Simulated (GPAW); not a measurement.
Runs of GPAW 26.7.0 on Mg3ZnC. Symmetry: Pm-3m, No. 221, cubic system. Conventional cell: a = 4.407 Å, b = 4.407 Å, c = 4.407 Å, α = 90.00°, β = 90.00°, γ = 90.00°. Around Zn (site symmetry m-3m) lie 12 Mg at 3.12 Å. Around Mg (site symmetry 4/mmm) lie 2 C at 2.20 Å. C (site symmetry m-3m) is surrounded by 6 Mg at 2.20 Å. The cell comes from a database or a generator and needn't be the stable form of this composition.

| level | cell | smearing | gap on the mesh (eV) | pressure (GPa) |
| --- | --- | --- | --- | --- |
| r2SCAN+D4 | as given | improved-tetrahedron-method | none | (a) |
| PBE | as given | gaussian 0.02 eV | none | -0.3 |
| PBE | the cell as VASP's run set it | gaussian 0.02 eV | none | -0.3 |
| PBE+D3(BJ) | as given | fermi-dirac 0.05 eV | none | -3.0 |

Alike in all rows: task single point; potentials or basis GPAW PAW data sets (gpaw-data 1.2.1), pw; no spin polarisation; k mesh 6 × 6 × 6; cutoff (eV) 800.

Task: Fill in the values left out.

Result: (a) -1.9.

Caveats: pairwise dispersion overbinds metals, which lowers pressure and volume (some runs); the PAW data sets were made with another functional, which shifts forces and pressure a little (some runs).

A gap of «none» marks a metal or a gap under the smearing width.
